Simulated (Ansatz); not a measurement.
Li₂HfN₂, space group P-3m1, band-curvature effective masses by finite differences

Program: the Python package of Ansatz (0.2.0).

Notebook, run cell by cell (the value of a cell's last expression is shown):

In [1]:
```python
import ansatz as az
import numpy as np
```

In [2]:
```python
structure = (
    az.Lattice.of([3.23712095, 0.0, 0.0], [-1.61856048, 2.80342898, 0.0], [0.0, 0.0, 5.42359518])
    .atom("Li", [2 / 3, 1 / 3, 0.38278857])
    .atom("Li", [1 / 3, 2 / 3, 0.61721143])
    .atom("Hf", [0.0, 0.0, 0.0])
    .atom("N", [2 / 3, 1 / 3, 0.77938486])
    .atom("N", [1 / 3, 2 / 3, 0.22061514])
)
```

In [3]:
```python
[site.symbol for site in structure.resolved().sites]
```
Out [3]:
```text
['Li', 'Li', 'Hf', 'N', 'N']
```

In [4]:
```python
job = structure.calculation()
job = job.functional("r2SCAN")
job = job.pseudopotentials("nc").accuracy("low")
job = job.kpoints(mesh=(7, 7, 4))
job = job.initial_density(normalization="atom").scf(max_iterations=200, extra_bands=6, self_checks="high")
job = job.occupations("fixed")
done = job.band_table().run(threads=1, pin="off")
data = done.report
```
```text
DeckWarning: basis.ecutwfc = 1252 eV, auto-derived from the records' recommended cutoffs: set by N (normal level)
```

In [5]:
```python
data["converged"], data["free_energy_ev"]
```
Out [5]:
```text
(True, -14934.624352880905)
```

In [6]:
```python
levels = np.array(data["eigenvalues_ev"])
filled = round(data["n_electrons"] / 2)
edges = {"top filled band": (filled - 1, levels[:, filled - 1].argmax()), "lowest empty band": (filled, levels[:, filled].argmin())}
gap = levels[:, filled].min() - levels[:, filled - 1].max()
print(f"gap on the mesh {gap:.3f} eV")
if gap <= 0.05:
    print("no gap: band-edge masses have no meaning here")
    edges = {}
reciprocal = 2 * np.pi * np.linalg.inv(done.lattice.cell_ang).T
step = 0.008  # 1/A
```
```text
gap on the mesh 2.311 eV
```

In [7]:
```python
pairs = [(0, 1), (0, 2), (1, 2)]
moves = [sign * axis for axis in np.eye(3) for sign in (-1, 1)]
moves += [s1 * np.eye(3)[i] + s2 * np.eye(3)[j] for i, j in pairs for s1 in (1, -1) for s2 in (1, -1)]
for name, (band, index) in edges.items():
    together = int(np.sum(np.abs(levels[index] - levels[index, band]) < 2e-3))
    print(name, "at k =", np.round(data["kpoints_frac"][index], 4), f"E = {levels[index, band]:.4f} eV, degeneracy {together}")
    centre = np.array(data["kpoints_frac"][index]) @ reciprocal
    points = [centre] + [centre + step * move for move in moves]
    table = job.band_structure(points, intervals=1, cartesian=True).run(threads=1, pin="off").band_structure().channels[0].eigenvalues_ev
    if together > 1:
        level = np.flatnonzero(np.abs(levels[index] - levels[index, band]) < 2e-3)
        along = (table[1, level] + table[2, level] - 2 * table[0, level]) / step ** 2
        print("  degenerate level, no single mass tensor; masses of its branches along x:", np.round(7.61996 / along, 3), "m_e")
        continue
    e = table[:, band]
    hessian = np.diag((e[1:7:2] + e[2:7:2] - 2 * e[0]) / step ** 2)
    for (i, j), (pp, pm, mp, mm) in zip(pairs, e[7:].reshape(3, 4)):
        hessian[i, j] = hessian[j, i] = (pp - pm - mp + mm) / (4 * step ** 2)
    curvatures, axes = np.linalg.eigh(hessian)
    slope = (e[2:7:2] - e[1:7:2]) / (2 * step)
    print("  slope (eV A):", np.round(slope, 3) + 0.0, "" if np.abs(slope).max() < 0.05 else "- no extremum here, so these are local curvatures and no band-edge masses")
    for curvature, axis in zip(curvatures, axes.T):
        print(f"  principal mass {7.61996 / curvature:8.3f} m_e along", np.round(axis, 2) + 0.0)
```
```text
top filled band at k = [0. 0. 0.] E = 12.3080 eV, degeneracy 2
  degenerate level, no single mass tensor; masses of its branches along x: [-0.236 -0.631] m_e
lowest empty band at k = [ 0.      0.4286 -0.5   ] E = 14.6187 eV, degeneracy 1
  slope (eV A): [ 0.    -0.532 -0.103] - no extremum here, so these are local curvatures and no band-edge masses
  principal mass    4.348 m_e along [ 0.   -0.69  0.72]
  principal mass    2.105 m_e along [0.   0.72 0.69]
  principal mass    0.284 m_e along [-1.  0.  0.]
```

Caveats:
- These settings explore the input space; cutoff and mesh may be short of convergence.
- No spin polarisation was allowed.
- Along an axis with an odd division the mesh misses the point at one half; a gap read on a finite mesh is an upper bound on this functional's gap.
- Semilocal gaps usually lie well under measured ones.
- Such functionals run on norm-conserving files made under PBE, which can move pressures by some GPa.
- The structure comes from a database of computed cells and needn't be a stable or known phase.
- Gaps and levels are Kohn-Sham values on a finite set of k-points, without spin-orbit coupling.
- Warnings are shown shortened and without file and line.
- The masses are finite-difference curvatures at extrema found on a coarse mesh, which needn't be the true band edges; a step that is long against the gap makes them too heavy. At a valence maximum the curvature is negative (the hole mass is its size); mixed signs mark a saddle. Spin-orbit coupling is left out, and light masses scale with the Kohn-Sham gap.
- Timing: 43 s on 1 thread of Arm Neoverse V2, with other jobs on the host, peak memory 0.52 GiB.
